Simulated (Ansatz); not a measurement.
# C₂H₉BFGaSeSi: basis-set convergence

The task here is to estimate one member of a computed series from the others.

The runs use Ansatz 0.2.0, Gaussian basis; one geometry, several basis sets.

The runs, in order: PBE0-D4/def2-SVP; ωB97M-V/def2-SVP; PBE0-D4/def2-QZVPP; ωB97M-V/def2-QZVPP; the functionals' def2-TZVPP values are taken from earlier runs.

**The relaxed structure**

All runs share one geometry, relaxed beforehand with PBE0-D4 in a triple-zeta def2 set.

16 atoms, charge 0, spin multiplicity 1.

Atoms are counted from 1 here; the program's logs count them from 0.

Bond lengths: B1–C2 1.596 Å, B1–Se6 2.138 Å, B1–H8 1.203 Å, B1–H9 1.200 Å, C2–F3 1.333 Å, C2–C4 1.362 Å, C4–Ga5 2.294 Å, C4–H10 1.082 Å, C4–H11 1.085 Å, Ga5–Se6 2.504 Å, Ga5–H12 1.559 Å, Ga5–H13 1.562 Å, Se6–Si7 2.296 Å, Si7–H14 1.482 Å, Si7–H15 1.479 Å, Si7–H16 1.483 Å. Angles: C2–B1–Se6 101.9°, C2–B1–H8 111.9°, C2–B1–H9 114.0°, Se6–B1–H8 102.6°, Se6–B1–H9 108.1°, H8–B1–H9 116.4°, B1–C2–F3 116.7°, B1–C2–C4 127.6°, F3–C2–C4 115.5°, C2–C4–Ga5 85.4°, C2–C4–H10 117.9°, C2–C4–H11 120.7°, Ga5–C4–H10 96.1°, Ga5–C4–H11 104.6°, H10–C4–H11 118.7°, C4–Ga5–Se6 97.1°, C4–Ga5–H12 99.8°, C4–Ga5–H13 105.9° and more.

Set-up of the first run:

in.yaml reads:

```yaml
crystal:
  periodic: [false, false, false]
  atoms:
    - {symbol: B, position_ang: [-0.562287, -1.559930, -0.327542]}
    - {symbol: C, position_ang: [0.736131, -0.822225, -0.889558]}
    - {symbol: F, position_ang: [1.815383, -0.830286, -0.106930]}
    - {symbol: C, position_ang: [0.842843, -0.079806, -2.026957]}
    - {symbol: Ga, position_ang: [-0.226455, 1.564123, -0.835951]}
    - {symbol: Se, position_ang: [-1.624860, 0.053295, 0.589103]}
    - {symbol: Si, position_ang: [-0.413815, 0.301414, 2.524172]}
    - {symbol: H, position_ang: [-1.305502, -1.895935, -1.211655]}
    - {symbol: H, position_ang: [-0.330178, -2.381306, 0.516017]}
    - {symbol: H, position_ang: [0.074701, -0.194735, -2.780981]}
    - {symbol: H, position_ang: [1.791809, 0.363011, -2.312227]}
    - {symbol: H, position_ang: [-1.106719, 2.181071, -1.965550]}
    - {symbol: H, position_ang: [0.872495, 2.234208, 0.048540]}
    - {symbol: H, position_ang: [-0.840916, -0.778503, 3.445104]}
    - {symbol: H, position_ang: [1.036378, 0.216289, 2.246153]}
    - {symbol: H, position_ang: [-0.759006, 1.629326, 3.088283]}
basis:
  gaussian: {orbitals: def2-SVP}
hamiltonian: {xc: pbe0, dispersion: d4}
output: {orbitals: {seedname: orbitals}}
```

Launch:

```console
$ ansatz run in.yaml --threads 2 --pin off --events-out ev --progress --plain --max-ram 32768MiB --backend cpu
```

Among the steps run: PBE0-D4 in def2-SVP; ωB97M-V in def2-SVP; PBE0-D4 in def2-QZVPP; ωB97M-V in def2-QZVPP.

One table of the session follows, with a row left open; its other results are not shown here.

It belongs to the step «Functionals by basis». 

```
functional       basis  HOMO (eV)  LUMO (eV)
   PBE0-D4    def2-SVP      -7.86      -1.78
   PBE0-D4  def2-TZVPP      -7.85      -1.80
   PBE0-D4  def2-QZVPP      -7.85      -1.82
   ωB97M-V    def2-SVP      -9.87       0.25
   ωB97M-V  def2-TZVPP          ?          ?
   ωB97M-V  def2-QZVPP      -9.89       0.08
```

Estimate the missing values for ωB97M-V, def2-TZVPP.

**Answer.** HOMO (eV): -9.89; LUMO (eV): 0.16.
